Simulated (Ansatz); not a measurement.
Geometry optimisation, DFT PBE, scalar-relativistic, plane waves, PAW (Ansatz).

The input (input.yaml):

```yaml
crystal:
  lattice:
    - [0.0, 5.43, 5.43]
    - [5.43, 0.0, 5.43]
    - [5.43, 5.43, 0.0]
  atoms:
    - { symbol: Si, position: [0.0, 0.0, 0.0] }
    - { symbol: Si, position: [0.125, 0.125, 0.125] }
    - { symbol: Si, position: [0.0, 0.0, 0.5] }
    - { symbol: Si, position: [0.125, 0.125, 0.625] }
    - { symbol: Si, position: [0.0, 0.5, 0.0] }
    - { symbol: Si, position: [0.125, 0.625, 0.125] }
    - { symbol: Si, position: [0.0, 0.5, 0.5] }
    - { symbol: Si, position: [0.125, 0.625, 0.625] }
    - { symbol: Si, position: [0.5, 0.0, 0.0] }
    - { symbol: Si, position: [0.625, 0.125, 0.125] }
    - { symbol: Si, position: [0.5, 0.0, 0.5] }
    - { symbol: Si, position: [0.625, 0.125, 0.625] }
    - { symbol: Si, position: [0.5, 0.5, 0.0] }
    - { symbol: Si, position: [0.625, 0.625, 0.125] }
    - { symbol: Si, position: [0.5, 0.5, 0.5] }
    - { symbol: Si, position: [0.625, 0.625, 0.625] }
    - { symbol: Ti, position: [0.30699015, 1.07118626, 0.80870667] }
basis:
  ecutwfc: 420.0
kpoints:
  mp_grid: { grid: [2, 2, 2] }
hamiltonian:
  xc: pbe
  pseudopotentials: { kind: paw, azcp: { folder: soft_1 } }
scf:
  occupations: { method: gaussian, width: 0.02 }
  lower_state_search: "off"
relax:
  f_tol: 0.03
  max_steps: 60
  adjacent_minimum: "off"
```

Launched with:

```bash
$ ansatz run input.yaml --threads 1 --pin off --max-ram 3072MiB --backend cpu --events-out ev --progress --plain --runs-dir out
```

Problem. Where does it end, and by what steps?

Solution. The forces met the threshold. The force dipped under the threshold on the way, but the program's further checks kept it going. Limits of this set-up: coarse k mesh, a small cell, in which the defect meets its images, a typed lattice constant that wasn't relaxed here. After 26 steps the energy has fallen by 3.238 eV; Ti17 moved furthest, 1.04 Å.

| step | energy less start (eV) | largest force component (eV/Å) | accepted |
| --- | --- | --- | --- |
| 0 | 0.0000 | 3.446 | yes |
| 1 | -1.2619 | 1.235 | yes |
| 2 | -1.5018 | 0.137 | yes |
| 3 | -1.5301 | 0.253 | yes |
| 4 | -1.6302 | 0.685 | yes |
| 5 | -1.9735 | 1.001 | yes |
| 6 | -2.3652 | 0.977 | yes |
| 7 | -2.7683 | 0.760 | yes |
| 8 | -3.1140 | 0.297 | yes |
| 9 | -3.2183 | 0.182 | yes |
| 10 | -3.2347 | 0.053 | yes |
| 11 | -3.2357 | 0.010 | yes |
| 12 | -3.2359 | 0.010 | yes |
| 13 | -3.2357 | 0.050 | no |
| 14 | -3.2362 | 0.020 | yes |
| 15 | -3.2118 | 0.240 | no |
| 16 | -3.2364 | 0.021 | yes |
| 17 | -3.2364 | 0.025 | yes |
| 18 | -3.2366 | 0.019 | yes |
| 19 | -3.2370 | 0.016 | yes |
| 20 | -3.1977 | 0.323 | no |
| 21 | -3.2373 | 0.016 | yes |
| 22 | -3.2374 | 0.018 | yes |
| 23 | -3.2375 | 0.010 | yes |
| 24 | -3.2375 | 0.007 | yes |
| 25 | -3.2376 | 0.006 | yes |
| 26 | -3.2376 | 0.004 | yes |

```xyz
17
Lattice="0.0000 5.4300 5.4300 5.4300 0.0000 5.4300 5.4300 5.4300 0.0000" Properties=species:S:1:pos:R:3
Si -0.039 0.037 -0.056
Si 1.383 1.457 1.279
Si 2.674 2.751 -0.077
Si 3.971 4.044 1.276
Si 2.720 0.058 2.677
Si 4.015 1.415 4.070
Si 5.370 2.709 2.675
Si 6.789 4.069 4.057
Si -0.019 2.794 2.677
Si 1.339 4.091 4.068
Si 2.636 5.447 2.675
Si 3.995 6.865 4.058
Si 2.677 2.753 5.418
Si 4.028 4.103 6.742
Si 5.392 5.467 5.415
Si 6.757 6.832 6.741
Ti 10.821 5.466 8.087
```

Whether the end is a true minimum wasn't checked by a vibrational analysis.

Time of the run: 2.2 min on 1 thread of Intel(R) Xeon(R) Platinum 8488C (Sapphire Rapids), with other jobs on the host, peak memory 0.62 GiB.
